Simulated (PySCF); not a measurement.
# C2H6AlN: the cost of one run

Programs: PySCF 2.14.0, with density-fitted response routines of our own. Each step states its level of theory. These are calculated values for one molecule in the gas phase, unless marked as measured. Atoms count from 0, in the outputs and in this text.

## 1. Starting geometry

10 atoms, charge 0, multiplicity 1; geometry from: PBE0-D3(BJ)/def2-SVP.

Bonds of the start (Å): C0–C1 1.22, C1–Al2 1.95, Al2–N3 2.06, C0–H4 1.08, Al2–H5 1.60, Al2–H6 1.60, N3–H7 1.02, N3–H8 1.02, N3–H9 1.02.

## 2. Nuclear shieldings: HF/pcSseg-2

The job: settings as JSON, then the geometry in Å.

```
{"job": {"kind": "nmr", "xc": "HF", "basis": "pcSseg-2", "pop": false}, "charge": 0, "multiplicity": 1}
C      2.546658    -0.546595     0.094145
C      1.511627     0.101398     0.161522
Al    -0.177549     1.072896     0.246188
N     -1.370889    -0.530947    -0.255692
H      3.463060    -1.108547     0.040191
H     -0.731892     1.418030     1.706508
H     -0.485248     2.067850    -0.968404
H     -2.367389    -0.312452    -0.295808
H     -1.094249    -0.895809    -1.169267
H     -1.243531    -1.286573     0.419572
```

With the program's defaults for keys left out, this is: GIAO HF/pcSseg-2 NMR shielding, non-relativistic, gas phase.

The run is started by

```console
$ OMP_NUM_THREADS=1 python probes_run.py task.json out
```

The driver reads the jobs from task.json and runs them one after another.

Q: Estimate the wall time and peak memory of this first job on 1 thread of AMD EPYC 9R45, shared host.

About 7.2 s, with a peak of 0.85 GiB.
